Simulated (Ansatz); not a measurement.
# FePt in Ansatz: tuning preconditioner

Aim: find the choice of preconditioner that runs FePt fastest, at PBE. This setting moves, with any that are tied to it; all else stays.

All numbers are computed with Ansatz 0.2.0; they aren't measurements. Logs are shortened: lines on timing, memory, paths and dates and some standing lists are left out, and cuts for length are marked.

## 1. The slab as given

The cell holds a slab with vacuum, 6 atoms: a = 2.722 Å, b = 2.722 Å, c = 24.250 Å, α = 90.00°, β = 90.00°, γ = 90.00°.

## 2. With preconditioner auto

File input.yaml:

```yaml
crystal:
  lattice:
    - [2.7216540008, 0.0, 0.0]
    - [0.0, 2.7216540008, 0.0]
    - [0.0, 0.0, 24.25]
  atoms:
    - { symbol: Fe, position: [0.5, 0.5, 0.3092783505], spin: 3.0 }
    - { symbol: Pt, position: [0.0, 0.0, 0.3855670103] }
    - { symbol: Fe, position: [0.5, 0.5, 0.4618556701], spin: 3.0 }
    - { symbol: Pt, position: [0.0, 0.0, 0.5381443299] }
    - { symbol: Fe, position: [0.5, 0.5, 0.6144329897], spin: 3.0 }
    - { symbol: Pt, position: [0.0, 0.0, 0.6907216495] }
hamiltonian:
  xc: pbe
  pseudopotentials: { kind: paw, source: jth }
magnetization:
  spin_polarized: true
kpoints:
  mp_grid: { grid: [7, 7, 1] }
scf:
  occupations: { method: gaussian, width: 0.1 }
  mixing: { preconditioner: auto }
output:
  forces: true
  eigenvalues: true
```

Potentials or basis: JTH PAW.

Command:

```bash
$ ansatz run input.yaml --threads 32 --pin off --max-ram 65536MiB --backend cpu --events-out ev --progress --plain --runs-dir out
```

The program printed:

```text
Warning: the checks of this Fe dataset prove no rule for summing its radial tables, as where they were carried onto another mesh than they were made on, and Gregory's rule is taken, under which a leading mesh point left out moves its sums only by what lay on the interval it spanned. That does not make them correct, and they differ from Quantum ESPRESSO's on this file; a re-export a fraction of a mesh step off can move them. hamiltonian.pseudopotentials.radial_quadrature: simpson_from_first_knot sums it by `pw.x`'s rule; on a PAW file no value gives `pw.x`'s numbers. What more to know: hamiltonian.pseudopotentials.radial_quadrature, in the input reference
Warning: the checks of this Pt dataset prove no rule for summing its radial tables, as where they were carried onto another mesh than they were made on, and Gregory's rule is taken, under which a leading mesh point left out moves its sums only by what lay on the interval it spanned. That does not make them correct, and they differ from Quantum ESPRESSO's on this file; a re-export a fraction of a mesh step off can move them. hamiltonian.pseudopotentials.radial_quadrature: simpson_from_first_knot sums it by `pw.x`'s rule; on a PAW file no value gives `pw.x`'s numbers. What more to know: hamiltonian.pseudopotentials.radial_quadrature, in the input reference
Warning: RAYON_NUM_THREADS=56 ignored (pool sized by the plan → 32); use --threads N
Engine: ansatz 0.2.0, aarch64-unknown-linux-gnu
Pseudopotentials: kind: paw
Pseudopotential: Fe, paw, valence charge 16, recommended cutoff 1320 eV (normal), Fe.paw.azcp
Pseudopotential: Pt, paw, valence charge 10, recommended cutoff 750 eV (normal), Pt.paw.azcp
Functional definition: PBE
  parameter kappa = 0.804
  parameter beta = 0.06672455060314922
  exchange = pbe_x(kappa = kappa, mu = beta*pi^2/3)
  correlation = pbe_c(beta = beta)
Crystal: 6 atoms, lattice volume = 179.629 Å³
Basis set: ecut = 1320 eV, 19387 PW (Γ), exchange–correlation on 72×72×576 points (8 copies of the dense FFT grid, shifted against one another)
Bands: 53, of which v1, the nominal top of the filled ones, is band 39 counted from 1 (38 counted from 0)
Symmetry: 8 space group operations
Space group: P4mm (ITA 99), of the structure as read, at distance tolerance 5.6e-5 Å
Magnetic group: BNS 99.163 (UNI 823), of the structure as read, at distance tolerance 5.6e-5 Å
k-points: 10 of 49
Non-local potential: Fe, projectors of the file, l = 0: 2, l = 1: 2, l = 2: 2
Non-local potential: Pt, projectors of the file, l = 0: 2, l = 1: 2, l = 2: 2
PAW form: soft (Blöchl's): semilocal exchange-correlation on the pseudo side does not see the compensation charge
PAW one-centre angular grid: Fe, 590 points (default); XC on 64 Gauss nodes
PAW one-centre angular grid: Pt, 590 points (default); XC on 64 Gauss nodes
Initial density: superposition of atomic densities (neutral atoms: chi_scale 0, normalization atom)
Starting moments: Σ|m| = 9 μB on 3 of 6 sites
[... 16 lines left out ...]
SCF iter  12: F=-43941.527500 eV  HF=-43941.527500 eV  |F-HF|=3.07e-8  |Δ(HF+E_count)|=   1.18e-8  Δρ=2.06e-6 (↑1.36e-6 ↓2.06e-6)  dr2=3.48e-8  dr2_m=5.25e-10  M=9.987 μB ∫|m|=10.518 μB  ethr=5.36e-11  ⟨swp⟩=15.8  Hψ=6492  notcnv=0
SCF 1 converged in 12 iterations: F = -43941.527500 eV  dr2 = 3.48e-8
SCF converged after 12 iterations
Magnetization: 9.9867 μB (43.9934 up, 34.0066 down)
Absolute magnetization: 10.5193 μB (∫|ρ↑−ρ↓|, with the PAW one-centre terms)
Spin contamination: 0.3008 ħ² per cell (⟨S²⟩ above its minimum at these occupations)
Per-site moments (μB) at R_I (Å): [(3.03496535812247, 1.1011664321933856), (0.36462568814388346, 1.1011664321933852), (2.9209326863571063, 1.1011664321933852), (0.38891761149461795, 1.1011664321933852), (3.0423758867258206, 1.1011664321933852), (0.32658845556597804, 1.1011664321933852)]
Free energy (F): -43941.527500 eV
Harris-Foulkes:  -43941.527500 eV  (|F-HF|=3.07e-8)
Internal energy: -43941.502807 eV  (E = F + TS)
E sigma→0 (E₀):  -43941.515153 eV
Entropy (-TS):   -0.024693 eV (-4.115 meV/atom)
Fermi energy:    5.878793 eV
--- Per-component energies (eV) ---
  E_band       = -1190.141268
  E_kinetic    = 1633.186506
  E_local      = -96137.861955  (includes V_loc(G=0)·N_el)
  E_nonlocal   = -186.052021
  E_hartree    = 47002.330739
  E_xc         = -509.366645
  E_vxc        = -629.506444  (∫ρ·V_xc dr)
  E_paw        = -32093.699535  (= ΣΔE_a)
  E_vpaw       = 125.399582  (= ΣTr[D̂ρ^β])
  E_aug_tail   = -0.000053  (compensation charges beyond the density's cutoff)
  E_ewald      = 36349.960158
  E_smearing   = -0.024693  (= −TS)
  E_closure    = -0.000000  (closes the sum)
  Σ components = -43941.527500   (vs F -43941.527500, Δ=0.00e0)
--- Forces (eV/Å), atoms counted from 1 ---
  atom   1  Fe     0.00000000     0.00000000     0.06540195
  atom   2  Pt    -0.00000000     0.00000000    -0.36587036
  atom   3  Fe     0.00000000    -0.00000000     0.07423322
  atom   4  Pt    -0.00000000    -0.00000000    -0.09651885
  atom   5  Fe     0.00000000    -0.00000000     0.55148107
  atom   6  Pt    -0.00000000     0.00000000    -0.22868333
  max |Σ_I F_I| component: 4.37e-5 eV/Å
--- Band table (eV; the first three rows and the last of 20) ---
  k-point 0 ↑: bands = ["-83.1393", "-82.8831", "-82.8757", "-49.3163", "-49.1850", "-49.0860", "-49.0497", "-49.0497", "-48.7871", "-48.7871", "-48.7362", "-48.7362", "-3.4951", "-2.7021", "-1.5815", "-0.3628", "-0.2631", "-0.0417", "0.0673", "0.4256", "0.5838", "2.4532", "2.5263", "2.5263", "2.6883", "2.8686", "2.8686", "2.9519", "3.2183", "3.4557", "3.4882", "3.4882", "3.5705", "3.7237", "3.8955", "3.9445", "4.1527", "4.2606", "4.2606", "4.8567", "4.9511", "4.9511", "5.0870", "5.2693", "5.3859", "5.3859", "5.6841", "6.5058", "7.7101", "10.3025", "10.7899", "11.9143", "13.2650"]
  k-point 1 ↑: bands = ["-83.1377", "-82.8815", "-82.8741", "-49.3146", "-49.1833", "-49.0843", "-49.0677", "-49.0483", "-48.8052", "-48.7856", "-48.7540", "-48.7348", "-2.9868", "-2.2219", "-1.1364", "-0.1368", "0.1289", "0.2102", "0.3902", "0.6149", "0.9632", "2.2073", "2.2523", "2.6234", "2.6549", "2.8321", "2.8875", "2.9190", "3.0902", "3.2177", "3.2668", "3.4911", "3.5530", "3.7561", "3.8312", "3.8933", "3.9242", "3.9461", "4.3268", "4.5049", "4.6204", "4.6439", "4.9988", "5.2117", "5.2731", "5.4938", "6.0187", "7.6614", "9.0837", "10.7673", "11.2226", "12.3752", "13.6399"]
  k-point 2 ↑: bands = ["-83.1340", "-82.8777", "-82.8704", "-49.3109", "-49.1797", "-49.1079", "-49.0805", "-49.0450", "-48.8457", "-48.7939", "-48.7823", "-48.7316", "-1.7436", "-1.2391", "-0.4764", "0.1448", "0.4935", "0.6509", "1.1419", "1.5402", "1.8171", "2.0993", "2.3120", "2.6475", "2.6645", "2.6677", "2.8422", "2.9419", "2.9670", "3.0553", "3.0832", "3.1068", "3.2071", "3.3412", "3.5481", "3.6591", "4.0932", "4.1660", "4.3094", "4.4462", "4.4501", "4.8360", "5.0919", "5.1873", "5.3126", "5.5099", "7.3664", "9.3091", "11.0256", "11.6076", "12.0827", "12.4703", "12.7136"]
  k-point 9 ↓: bands = ["-79.6163", "-79.5007", "-79.4019", "-45.7845", "-45.7684", "-45.7681", "-45.6874", "-45.6456", "-45.6454", "-45.6199", "-45.5361", "-45.5358", "-0.3914", "-0.1013", "0.7308", "1.0031", "1.0163", "1.0532", "1.1383", "1.3830", "2.0294", "2.1122", "2.3358", "3.6792", "4.5405", "4.6198", "5.1174", "5.1461", "5.3686", "6.1631", "6.2094", "6.4486", "6.7270", "6.7326", "6.7530", "6.8461", "7.1165", "7.1757", "7.3315", "7.3874", "7.5375", "7.6178", "7.7505", "9.4155", "9.6683", "10.9005", "11.1597", "12.3379", "13.0440", "13.7819", "14.7116", "14.8821", "15.3385"]
```

Wall time 9.7 s (32 threads of Arm Neoverse N1, host not shared); peak memory 5.5 GiB.

Results:

```yaml
Free_energy: -43941.5275 eV
Largest_force: 0.551 eV/Å
Band_gap_on_the_k_mesh: none (metal or under the smearing width)
Net_moment: 9.99 μB per cell
Absolute_moment: 10.52 μB per cell
Site_moments: Fe +3.03, +2.92, +3.04; Pt +0.36, +0.39, +0.33 μB
```

## 3. With preconditioner none

input.yaml, as its differences from that of step 2:

```diff
@@ -21,3 +21,3 @@
   occupations: { method: gaussian, width: 0.1 }
-  mixing: { preconditioner: auto }
+  mixing: { preconditioner: none }
 output:
```

Potentials or basis: JTH PAW.

Command:

```bash
$ ansatz run input.yaml --threads 32 --pin off --max-ram 65536MiB --backend cpu --events-out ev --progress --plain --runs-dir out
```

Wall time 17 s (32 threads of Arm Neoverse N1, host not shared); peak memory 5.5 GiB.

It converged, with:

- Free energy: -43941.5275 eV
- Largest force: 0.551 eV/Å
- Band gap on the k mesh: none (metal or under the smearing width)
- Net moment: 9.99 μB per cell
- Absolute moment: 10.52 μB per cell
- Site moments: Fe +3.03, +2.92, +3.04; Pt +0.36, +0.39, +0.33 μB

## 4. With preconditioner kerker

input.yaml, as its differences from that of step 3:

```diff
@@ -21,3 +21,3 @@
   occupations: { method: gaussian, width: 0.1 }
-  mixing: { preconditioner: none }
+  mixing: { preconditioner: kerker }
 output:
```

Command:

```bash
$ ansatz run input.yaml --threads 32 --pin off --max-ram 65536MiB --backend cpu --events-out ev --progress --plain --runs-dir out
```

It took 30 s on 32 threads of Arm Neoverse N1, host not shared; peak memory 5.5 GiB.

It converged, with:

- Free energy: -43941.5275 eV
- Largest force: 0.551 eV/Å
- Band gap on the k mesh: none (metal or under the smearing width)
- Net moment: 9.99 μB per cell
- Absolute moment: 10.52 μB per cell
- Site moments: Fe +3.03, +2.92, +3.04; Pt +0.36, +0.39, +0.33 μB

## 5. With preconditioner kerker_dos

input.yaml, as its differences from that of step 4:

```diff
@@ -21,3 +21,3 @@
   occupations: { method: gaussian, width: 0.1 }
-  mixing: { preconditioner: kerker }
+  mixing: { preconditioner: kerker_dos }
 output:
```

Command:

```bash
$ ansatz run input.yaml --threads 32 --pin off --max-ram 65536MiB --backend cpu --events-out ev --progress --plain --runs-dir out
```

It took 29 s on 32 threads of Arm Neoverse N1, host not shared; peak memory 5.5 GiB.

Results (log left out):

| Property | Result |
| --- | --- |
| Free energy | -43941.5275 eV |
| Largest force | 0.551 eV/Å |
| Band gap on the k mesh | none (metal or under the smearing width) |
| Net moment | 9.99 μB per cell |
| Absolute moment | 10.52 μB per cell |
| Site moments | Fe +3.03, +2.92, +3.04; Pt +0.36, +0.39, +0.33 μB |

## 6. With preconditioner resta

input.yaml, as its differences from that of step 5:

```diff
@@ -21,3 +21,3 @@
   occupations: { method: gaussian, width: 0.1 }
-  mixing: { preconditioner: kerker_dos }
+  mixing: { preconditioner: resta }
 output:
```

Potentials or basis: JTH PAW.

Command:

```bash
$ ansatz run input.yaml --threads 32 --pin off --max-ram 65536MiB --backend cpu --events-out ev --progress --plain --runs-dir out
```

Run time: 17 s. Hardware: 32 threads of Arm Neoverse N1, host not shared; peak memory 5.5 GiB.

The run converged. Its results:

- Free energy: -43941.5275 eV
- Largest force: 0.551 eV/Å
- Band gap on the k mesh: none (metal or under the smearing width)
- Net moment: 9.99 μB per cell
- Absolute moment: 10.52 μB per cell
- Site moments: Fe +3.03, +2.92, +3.04; Pt +0.36, +0.39, +0.33 μB

## 7. With preconditioner local_kerker

input.yaml, as its differences from that of step 6:

```diff
@@ -21,3 +21,3 @@
   occupations: { method: gaussian, width: 0.1 }
-  mixing: { preconditioner: resta }
+  mixing: { preconditioner: local_kerker }
 output:
```

Command:

```bash
$ ansatz run input.yaml --threads 32 --pin off --max-ram 65536MiB --backend cpu --events-out ev --progress --plain --runs-dir out
```

It took 17 s on 32 threads of Arm Neoverse N1, host not shared; peak memory 5.5 GiB.

Results (log left out):

```
Free energy            : -43941.5275 eV
Largest force          : 0.551 eV/Å
Band gap on the k mesh : none (metal or under the smearing width)
Net moment             : 9.99 μB per cell
Absolute moment        : 10.52 μB per cell
Site moments           : Fe +3.03, +2.92, +3.04; Pt +0.36, +0.39, +0.33 μB
```

## 8. With preconditioner ldos

input.yaml, as its differences from that of step 7:

```diff
@@ -21,3 +21,3 @@
   occupations: { method: gaussian, width: 0.1 }
-  mixing: { preconditioner: local_kerker }
+  mixing: { preconditioner: ldos }
 output:
```

Command:

```bash
$ ansatz run input.yaml --threads 32 --pin off --max-ram 65536MiB --backend cpu --events-out ev --progress --plain --runs-dir out
```

It took 9.7 s on 32 threads of Arm Neoverse N1, host not shared; peak memory 5.5 GiB.

Results (log left out):

| Property | Result |
| --- | --- |
| Free energy | -43941.5275 eV |
| Largest force | 0.551 eV/Å |
| Band gap on the k mesh | none (metal or under the smearing width) |
| Net moment | 9.99 μB per cell |
| Absolute moment | 10.52 μB per cell |
| Site moments | Fe +3.03, +2.92, +3.04; Pt +0.36, +0.39, +0.33 μB |

## 9. Summary

```csv
preconditioner,energy less the last converged row (meV/atom),SCF cycles,wall time (s),peak memory (GiB)
auto,0.00,12,9.7,5.5
none,0.00,30,17,5.5
kerker,0.00,55,30,5.5
kerker_dos,0.00,53,29,5.5
resta,0.00,30,17,5.5
local_kerker,0.00,26,17,5.5
ldos,0.00,12,9.7,5.5
```

Fastest here: ldos (9.7 s), level within noise with auto; slowest of those that converged: kerker (30 s). These are single runs, one after another on one machine, so differences under about a fifth mean little.
